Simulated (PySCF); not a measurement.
# A diatomic session: CaTe

One table from this session's results is given with a row withheld; the runs are named, their logs left out.

The runs use PySCF 2.14.0; Ca def2-SVP, Te def2-SVP with ECP28, scalar-relativistic core potentials.

The first run:

Settings of the job:

```json
{
  "atoms": "Ca, Te",
  "charge": "0",
  "basis": "Ca def2-SVP, Te def2-SVP with ECP28",
  "Hamiltonian": "scalar-relativistic core potentials",
  "basis functions": "50",
  "electrons treated": "44",
  "masses in u": "39.9626, 129.9062",
  "levels": "PBE0, PBE, r²SCAN, BHandHLYP, BP86, LDA, HF, MP2, SCS-MP2, CCSD, CCSD(T)",
  "grid": "80 radial by 434 angular points",
  "occupations": "held fixed by the projection of orbital angular momentum",
  "dissociation limit": "Ca + Te, each in its ground configuration",
  "starting distance in angstrom": "2.910",
  "values of 2S to try": "0, 2"
}
```

The run is started by

```sh
$ OMP_NUM_THREADS=1 python dia.py task.json out
```

Among the steps run: Set-up; PBE0 along the bond; Excited determinants; PBE (GGA); r²SCAN (meta-GGA); BHandHLYP (global hybrid GGA); BP86 (GGA); LDA (local density); RHF (mean field); Correlated methods on the Hartree–Fock reference.

One of the session's tables, all rows but one given; the rest of the session is left out.

Energy (eV) from each level's lowest point:

| R (Å) | RHF | RHF-MP2 | RHF-SCS-MP2 | RHF-CCSD | RHF-CCSD(T) |
| --- | --- | --- | --- | --- | --- |
| 2.284 | 1.526 | 1.502 | 1.538 | n/a | n/a |
| 2.390 | 0.752 | 0.759 | 0.785 | 0.786 | 0.814 |
| 2.497 | 0.292 | 0.314 | 0.330 | 0.329 | 0.352 |
| 2.576 | 0.102 | 0.124 | 0.134 | 0.133 | 0.149 |
| 2.656 | ? | ? | ? | ? | ? |
| 2.736 | 0.000 | 0.000 | 0.000 | 0.000 | 0.000 |
| 2.842 | 0.071 | 0.046 | 0.039 | 0.040 | 0.029 |
| 2.975 | 0.252 | 0.191 | 0.174 | 0.173 | 0.151 |
| 3.134 | 0.539 | 0.446 | 0.411 | 0.399 | 0.370 |
| 3.347 | 0.945 | 0.857 | 0.789 | n/a | n/a |

Estimate the missing values for R (Å) = 2.656.

Worked estimate for «RHF». A straight line through the neighbours (2.576, 0.102) and (2.736, 0.000) gives 0.102 + (0.000 − 0.102) × (2.656 − 2.576) / (2.736 − 2.576) = 0.051; a parabola fitted to 4 rows on both sides gives 0.014.

The run gave: RHF: 0.013; RHF-MP2: 0.026; RHF-SCS-MP2: 0.031; RHF-CCSD: 0.031; RHF-CCSD(T): 0.039. In «RHF» the line misses by +0.038 and the parabola by +0.001.
